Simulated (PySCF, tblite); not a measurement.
# C₄H₁₃GeNSi: geometry, infrared bands and NMR shifts

Aim: predict the infrared bands and NMR shifts of C₄H₁₃GeNSi (`C=N[C@@H](C)[SiH2][GeH2][CH3]`).

The runs use tblite 0.8.0 and PySCF 2.14.0, with density-fitted response routines of our own; the level of theory stands in each step. All values are computed, except where a source is named. Atoms count from 0, in the outputs and in this text.

### Step 1. The starting structure

20 atoms, charge 0, multiplicity 1; geometry from: force field or distance geometry start.

Bonds of the start (Å): C0–N1 1.28, N1–C2 1.45, C2–C3 1.51, C2–Si4 1.83, Si4–Ge5 2.29, Ge5–C6 1.96, C0–H7 1.09, C0–H8 1.09, C2–H9 1.12, C3–H10 1.11, C3–H11 1.12, C3–H12 1.10, Si4–H13 1.48, Si4–H14 1.48, Ge5–H15 1.55, Ge5–H16 1.53, C6–H17 1.12, C6–H18 1.13, C6–H19 1.09.

### Step 2. Relaxing the molecule with GFN2-xTB

What the job is given:

```
{"job": {"kind": "relax", "xc": "GFN2-xTB", "basis": "xTB"}, "charge": 0, "multiplicity": 1}
C     -2.866600    -0.331800    -1.572300
N     -1.670600    -0.494300    -1.136100
C     -1.327300     0.333300     0.001000
C     -2.035600    -0.137800     1.252700
Si     0.458700     0.418600     0.401000
Ge     1.850000    -0.432700    -1.208900
C      3.664800     0.116100    -0.708000
H     -3.513100     0.401700    -1.081600
H     -3.180900    -0.935000    -2.419600
H     -1.723500     1.362600    -0.204100
H     -1.273800    -0.465300     1.996000
H     -2.704800    -1.005400     1.025000
H     -2.591500     0.706100     1.697000
H      0.828500     1.836800     0.580000
H      0.712300    -0.256900     1.688000
H      1.856200    -1.982200    -1.261500
H      1.597800     0.099800    -2.617500
H      3.981300    -0.466200     0.197400
H      3.559700     1.175200    -0.325100
H      4.373200     0.068100    -1.535600
```

Command:

```sh
$ OMP_NUM_THREADS=1 python probes_run.py task.json out
```

One launch serves the whole session: the jobs run in the order shown.

**Question.** This job is followed by: GFN2-xTB harmonic vibrations, gas phase; GIAO PBE0/pcSseg-1 NMR shielding, non-relativistic, gas phase. Predict these results of the whole session: strongest single infrared mode (GFN2-xTB); zero-point energy (GFN2-xTB); 13C shifts against TMS (PBE0/pcSseg-1); 1H shifts against TMS (PBE0/pcSseg-1, means over atoms taken as alike); 15N shifts against NH3 (PBE0/pcSseg-1); 29Si shifts against TMS (PBE0/pcSseg-1); 73Ge shifts against GeMe4 (PBE0/pcSseg-1).

**Answer**, as computed:

| quantity | value |
| --- | --- |
| strongest single infrared mode (GFN2-xTB) | 1974 cm⁻¹, 477 km/mol |
| zero-point energy (GFN2-xTB) | 95.3 kcal/mol |
| 13C shifts against TMS (PBE0/pcSseg-1) | 150.6, 59.3, 22.7, -7.1 ppm |
| 1H shifts against TMS (PBE0/pcSseg-1, means over atoms taken as alike) | 7.58, 6.94, 4.05, 3.95, 3.90, 3.72, 3.36, 1.54, 0.14 ppm |
| 15N shifts against NH3 (PBE0/pcSseg-1) | 417.4 ppm |
| 29Si shifts against TMS (PBE0/pcSseg-1) | -52.7 ppm |
| 73Ge shifts against GeMe4 (PBE0/pcSseg-1) | -253 ppm |

In words: Relaxing lowered the energy by 0.909 eV in 227 steps; the close pair that moved most is C2–Si4, from 1.832 to 1.922 Å. No mode is imaginary among the 54: a minimum at this level. The strongest single mode, at 1974 cm⁻¹, moves mainly H15 and H16. Unscaled tight-binding wavenumbers are off by several per cent, some by more. Its intensities can rank the bands wrongly. At PBE0/pcSseg-1: The largest span, 731 ppm, is at N1, where the paramagnetic term is -482 ppm. Spin-orbit coupling is left out, which matters for shieldings and couplings at and beside the heavy atoms.
